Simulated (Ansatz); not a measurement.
This script makes an atomisation energy of C2H5BrGe, SMILES C=[C]([GeH3])Br with the Python package of Ansatz (0.2.0).

The script, `c2h5brge_tae.py`:
```python
"""Atomisation energy of C2H5BrGe at the given geometry."""

from collections import Counter

import ansatz as az


def total_energy(molecule, charge=0, unpaired=0):
    calc = (
        molecule.calculation()
        .basis(gaussian="def2-SVPD")
        .functional("r2scan0")
    )
    if charge:
        calc = calc.charge(charge)
    if unpaired:
        calc = calc.spin("collinear", total=unpaired)
    report = calc.run().report
    if report["published_state_doubts"]:
        print("  doubts:", report["published_state_doubts"])
    return report["free_energy_ev"]

GEOMETRY = """
C    -0.22860    1.36940   -0.57660
C    -0.43820    0.08810   -0.55590
Ge    0.44310   -0.96420    0.75550
Br   -1.49510   -0.76600   -1.82920
H    -0.78880    2.00300   -1.35340
H     0.36520    1.93010    0.12820
H     2.03320   -0.77540    0.61720
H     0.15410   -2.44410    0.57170
H     0.04360   -0.48720    2.22540
"""


def main() -> None:
    system = az.Crystal.molecule()
    for line in GEOMETRY.strip().splitlines():
        symbol, *xyz = line.split()
        system = system.atom(symbol, [float(v) for v in xyz])

    # Hund ground states
    unpaired = {"C": 2, "Ge": 2, "Br": 1, "H": 1}
    counts = Counter(site.symbol for site in system.cartesian_sites)
    atom_energy = {s: total_energy(az.Crystal.molecule().atom(s, (0, 0, 0)), 0, unpaired[s]) for s in counts}
    whole = total_energy(system, 0, 0)
    for s, e in atom_energy.items():
        print(f"{s:2s} x{counts[s]}  {e:14.5f} eV")
    print(f"C2H5BrGe: {whole:.5f} eV")
    split = sum(counts[s] * e for s, e in atom_energy.items()) - whole
    print(f"atomisation energy (no zero-point term): {23.060548 * split:.1f} kcal/mol, {split / sum(counts.values()):.3f} eV an atom")


if __name__ == "__main__":
    main()
```

What does it cost to take this molecule apart into atoms?

699.1 kcal/mol from the electronic energies, without the zero-point term.

The run itself:

`python c2h5brge_tae.py` gives:
```text
C  x2     -1028.29590 eV
Ge x1    -56508.01657 eV
Br x1    -70036.39620 eV
H  x5       -13.58464 eV
C2H5BrGe: -128699.24575 eV
atomisation energy (no zero-point term): 699.1 kcal/mol, 3.369 eV an atom
```

What to keep in mind:
- Total energies depend on the basis set; only differences at equal settings carry meaning.
- The geometry is a force-field or estimated start, not a minimum of this method, and the basis set is short of its limit. All parts are taken at fixed geometry, without zero-point energy.
- The spin-orbit lowering of heavy atoms is left out.
- Run time: 22 s on 1 thread of Arm Neoverse V2 (shared host), peak memory 0.49 GiB.
